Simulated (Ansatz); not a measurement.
# SnH₃− (singlet): the correlation ladder, def2-TZVPD

An exercise on one series of results from a longer session: the logs are not shown, and one member is left open.

Computed with Ansatz 0.2.0, Gaussian basis. Level: def2-TZVPD, core rule «outside noble gas», up to 9 orbitals frozen.

To be run: UHF; CCSD(T) on RHF; CCSD(T) on UHF; BCCD(T) on RHF; CCSDT(Q) on RHF; CCSDT(Q) on UHF; CASSCF and MRCISD+Q, 8 electrons in 7 orbitals; CASSCF and NEVPT2, 8 electrons in 7 orbitals.

6 further runs of the same task are left out: 6 set aside as unsound or not needed.

## The system

The geometry is a PBE0/def2-TZVPD stationary point (not a proven minimum) of the parent state, kept for this charge and spin. No spin-orbit coupling is included. Elements past krypton take def2 core potentials.

4 atoms, charge -1, spin multiplicity 1.

Atoms are counted from 1 here; the program's logs count them from 0.

Bond lengths: Sn1–H2 1.907 Å, Sn1–H3 1.771 Å, Sn1–H4 1.907 Å. Angles: H2–Sn1–H3 94.2°, H2–Sn1–H4 171.5°, H3–Sn1–H4 94.2°.

Set-up of the first run:

Contents of in.yaml:

```yaml
crystal:
  periodic: [false, false, false]
  atoms:
    - {symbol: Sn, position_ang: [0.000000, -0.012328, 0.000000]}
    - {symbol: H, position_ang: [0.000000, -0.153539, -1.901410]}
    - {symbol: H, position_ang: [0.000000, 1.758989, 0.000000]}
    - {symbol: H, position_ang: [0.000000, -0.153539, 1.901410]}
basis:
  gaussian: {orbitals: def2-TZVPD}
total_charge: -1
magnetization: {spin_polarized: true, initial_magnetization: 0}
hamiltonian: {xc: hf}
output: {orbitals: {seedname: orbitals}}
```

On the command line:

```bash
ansatz run in.yaml --threads 1 --pin off --events-out ev --progress --plain --max-ram 4096MiB --backend cpu
```

Steps of the session up to this table: UHF; CCSD(T) on RHF; CCSD(T) on UHF; BCCD(T) on RHF; CCSDT(Q) on RHF; CCSDT(Q) on UHF; CASSCF and MRCISD+Q, 8 electrons in 7 orbitals; CASSCF and NEVPT2, 8 electrons in 7 orbitals.

One of the session's tables, all rows but one given; the rest of the session is left out.

```
          method  from RCCSDT(Q) (kJ/mol)
             RHF                   +470.1
             UHF                   +360.4
            RMP2                   +111.5
            UMP2                    +64.8
           RCCSD                    +27.8
           UCCSD                    -16.9
        RCCSD(T)                     +7.8
        UCCSD(T)                    -32.1
         BCCD(T)                     +7.8
          RCCSDT                     +2.8
          UCCSDT                        ?
       RCCSDT(Q)                        0
       UCCSDT(Q)                    -52.3
  CASSCF valence                   +299.2
  NEVPT2 valence                    +95.2
  MRCISD valence                    +29.5
MRCISD+Q valence                     +7.5
```

Q: Estimate the row for UCCSDT from the others.

**Answer.** from RCCSDT(Q) (kJ/mol): -46.7. In the column «from RCCSDT(Q) (kJ/mol)» it lies between UCCSDT(Q) (-52.3) and UCCSD(T) (-32.1).

Caveats from the session: The determinant is far from a pure spin state, so its energy mixes those of several spin states (harmless only where they are near-degenerate, as at dissociation). The program flags UCCSD(T), UCCSDT(Q) as in doubt, so those rows may rest on another solution; read them beside their warnings. Warnings: restricted reference is unstable; spin contamination. Restricted and unrestricted rows rest on different reference determinants; where their highest levels disagree by more than a few hundredths of an eV, they describe different states and don't form one ladder.
